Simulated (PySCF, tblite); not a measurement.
# C2H16Si5: geometry, infrared bands and NMR shifts

Aim: predict the infrared bands and NMR shifts of C2H16Si5 (`[SiH3]C[SiH2][Si@@H]([SiH3])C[SiH3]`).

Programs: tblite 0.8.0 and PySCF 2.14.0, with density-fitted response routines of our own. Each step states its level of theory. These are calculated values for one molecule in the gas phase, unless marked as measured. Atoms are numbered from 0 throughout.

## 1. The starting structure

23 atoms, charge 0, multiplicity 1; geometry from: force field or distance geometry start.

Bonds of the start (Å): Si0–C1 1.87, C1–Si2 1.87, Si2–Si3 2.24, Si3–Si4 2.23, Si3–C5 1.86, C5–Si6 1.87, Si0–H7 1.46, Si0–H8 1.46, Si0–H9 1.47, C1–H10 1.09, C1–H11 1.12, Si2–H12 1.46, Si2–H13 1.46, Si3–H14 1.47, Si4–H15 1.46, Si4–H16 1.47, Si4–H17 1.49, C5–H18 1.11, C5–H19 1.11, Si6–H20 1.47, Si6–H21 1.46, Si6–H22 1.48.

## 2. Relaxing the molecule with GFN2-xTB

Job settings and geometry (Å):

```
{"job": {"kind": "relax", "xc": "GFN2-xTB", "basis": "xTB"}, "charge": 0, "multiplicity": 1}
Si     3.454500     0.046300     1.224700
C      2.516400     0.674500    -0.269800
Si     1.333600    -0.698200    -0.740100
Si    -0.686100     0.080200    -0.152000
Si    -1.285000     1.502900    -1.757200
C     -1.977000    -1.246000    -0.019600
Si    -3.241700    -0.677200     1.240400
H      4.757100    -0.417300     0.768900
H      3.630800     1.114900     2.203700
H      2.622900    -0.994200     1.844200
H      3.165600     0.978400    -1.093000
H      1.957700     1.578600     0.071700
H      1.412300    -0.861500    -2.191800
H      1.674600    -1.959800    -0.097600
H     -0.535400     0.742200     1.150600
H     -2.661100     1.947800    -1.538500
H     -0.322600     2.608500    -1.757400
H     -1.119500     0.767100    -3.041000
H     -2.465000    -1.360100    -1.004600
H     -1.575300    -2.234200     0.292600
H     -2.740400    -1.021800     2.574800
H     -4.534200    -1.341800     1.058100
H     -3.386900     0.797500     1.243100
```

Run with:

```bash
> OMP_NUM_THREADS=1 python probes_run.py task.json out
```

The driver reads the jobs from task.json and runs them one after another.

**Question.** This job is followed by: GFN2-xTB harmonic vibrations, gas phase; GIAO PBE0/pcSseg-1 NMR shielding, non-relativistic, gas phase. What will the session give for the following? strongest single infrared mode (GFN2-xTB); zero-point energy (GFN2-xTB); 13C shifts against TMS (PBE0/pcSseg-1); 1H shifts against TMS (PBE0/pcSseg-1, means over atoms taken as alike); 29Si shifts against TMS (PBE0/pcSseg-1); surface potential, 1st and 99th percentile.

As calculated:

| quantity | value |
| --- | --- |
| strongest single infrared mode (GFN2-xTB) | 2233 cm⁻¹, 528 km/mol |
| zero-point energy (GFN2-xTB) | 93.9 kcal/mol |
| 13C shifts against TMS (PBE0/pcSseg-1) | -14.0, -14.9 ppm |
| 1H shifts against TMS (PBE0/pcSseg-1, means over atoms taken as alike) | 4.35, 4.17, 4.08, 4.02, 4.02, 3.51, 0.04, -0.05, -0.38, -0.39 ppm |
| 29Si shifts against TMS (PBE0/pcSseg-1) | -66.3, -70.7, -72.8, -84.1, -118.4 ppm |
| surface potential, 1st and 99th percentile | -0.03 V and 1.05 V |

In words: The optimisation took 159 steps and gained 0.696 eV; among the close pairs (by a distance rule), Si3–Si4 changed most, from 2.227 to 2.322 Å. The lowest mode is slightly imaginary (12i cm⁻¹), a soft motion within the noise of the Hessian, so the minimum is not strictly shown. Unscaled tight-binding wavenumbers are off by several per cent, some by more. Its intensities can rank the bands wrongly. At PBE0/pcSseg-1, counted by nearest atom on the grid, the HOMO lies on Si2, Si3 about 23 % each; C5 10 %, the LUMO on Si3 18 %; Si2 11 %.
